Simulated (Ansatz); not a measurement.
# C2H5ClOSi: up Jacob's ladder to CCSD(T)

How much do the methods differ for C2H5ClOSi? The plan is to run it at one geometry with functionals of several rungs and with coupled cluster, and see how far each lands from CCSD(T) at the basis-set limit for the atomisation energy.

The runs use Ansatz 0.2.0, Gaussian basis; functionals in def2-TZVPP, the program's frozen cores in correlated methods.

Levels to be run: PBE-D4, r2SCAN-D4, PBE0-D4, B3LYP-D4, ωB97X-V, ωB97M-V, B2PLYP; CCSD(T)/def2-TZVPP; MP2/def2-QZVPP; extrapolation to the limit.

## 1. The geometry

An earlier PBE0-D4 in a triple-zeta def2 set relaxation fixed the geometry.

SMILES `C[Si]1(Cl)CO1`, 10 atoms, charge 0, spin multiplicity 1.

Atoms are counted from 1 here; the program's logs count them from 0.

Bond lengths: C1–Si2 1.842 Å, C1–H6 1.092 Å, C1–H7 1.091 Å, C1–H8 1.093 Å, Si2–Cl3 2.041 Å, Si2–C4 1.796 Å, Si2–O5 1.644 Å, C4–O5 1.496 Å, C4–H9 1.088 Å, C4–H10 1.088 Å. Angles: Si2–C1–H6 110.8°, Si2–C1–H7 109.7°, Si2–C1–H8 110.0°, H6–C1–H7 109.3°, H6–C1–H8 108.1°, H7–C1–H8 108.9°, C1–Si2–Cl3 110.3°, C1–Si2–C4 127.2°, C1–Si2–O5 119.2°, Cl3–Si2–C4 119.6°, Cl3–Si2–O5 116.2°, C4–Si2–O5 51.3°, Si2–C4–O5 59.1°, Si2–C4–H9 121.5°, Si2–C4–H10 123.2°, O5–C4–H9 112.2°, O5–C4–H10 112.3°, H9–C4–H10 113.4° and more.

## 2. PBE-D4 (GGA)

in.yaml

```yaml
crystal:
  periodic: [false, false, false]
  atoms:
    - {symbol: C, position_ang: [-1.223000, -1.012656, -0.012092]}
    - {symbol: Si, position_ang: [0.455040, -0.253474, -0.047779]}
    - {symbol: Cl, position_ang: [1.883202, -1.682675, 0.237886]}
    - {symbol: C, position_ang: [0.869522, 1.475652, 0.201559]}
    - {symbol: O, position_ang: [0.792082, 0.895033, -1.175163]}
    - {symbol: H, position_ang: [-1.393064, -1.533906, 0.931789]}
    - {symbol: H, position_ang: [-1.980954, -0.237423, -0.137000]}
    - {symbol: H, position_ang: [-1.322041, -1.737760, -0.823333]}
    - {symbol: H, position_ang: [1.879330, 1.785938, 0.460848]}
    - {symbol: H, position_ang: [0.123083, 2.250069, 0.366087]}
basis:
  gaussian: {orbitals: def2-TZVPP}
hamiltonian: {xc: pbe, dispersion: d4}
output: {forces: true, orbitals: {seedname: orbitals}}
```

Launch:

```
ansatz run in.yaml --threads 4 --pin off --events-out ev --progress --plain --max-ram 10444MiB
```

The runs that follow: r2SCAN-D4 (meta-GGA); PBE0-D4 (hybrid); B3LYP-D4 (hybrid); ωB97X-V (range-separated); ωB97M-V (range-separated); B2PLYP (double hybrid); CCSD(T) in def2-TZVPP; MP2 in def2-QZVPP.

**Question.** What will the summary of the whole plan be? Wanted: atomisation energy, CCSD(T)/CBS; farthest; mean size of error, hybrid; mean size of error, range-separated; gap, smallest and largest; T1 diagnostic; triples share of the correlation energy.

**Answer**, as computed:

| quantity | value |
| --- | --- |
| atomisation energy, CCSD(T)/CBS | 3818.2 kJ/mol |
| functionals within 19.1 kJ/mol (0.5 %) | PBE0-D4, ωB97X-V, ωB97M-V |
| farthest | PBE-D4 (+79.0 kJ/mol) |
| mean size of error, hybrid | 14.7 kJ/mol |
| mean size of error, range-separated | 13.9 kJ/mol |
| gap, smallest and largest | 5.72 eV (PBE-D4), 12.36 eV (ωB97X-V) |
| T1 diagnostic | 0.0117 |
| triples share of the correlation energy | 4.1 % |

In words: PBE-D4 is off by +79.0 kJ/mol. Double hybrids carry the basis error of their MP2 part in triple zeta, and no dispersion term here, so their miss is partly the set-up's. Misses under about 19.1 kJ/mol are within the doubt on the reference itself, which lacks core-valence correlation, relativity and higher excitations. Hartree-Fock recovers 72 % of the binding; the rest is correlation. Orbital gaps span 5.7 to 12.4 eV; exact exchange widens them.
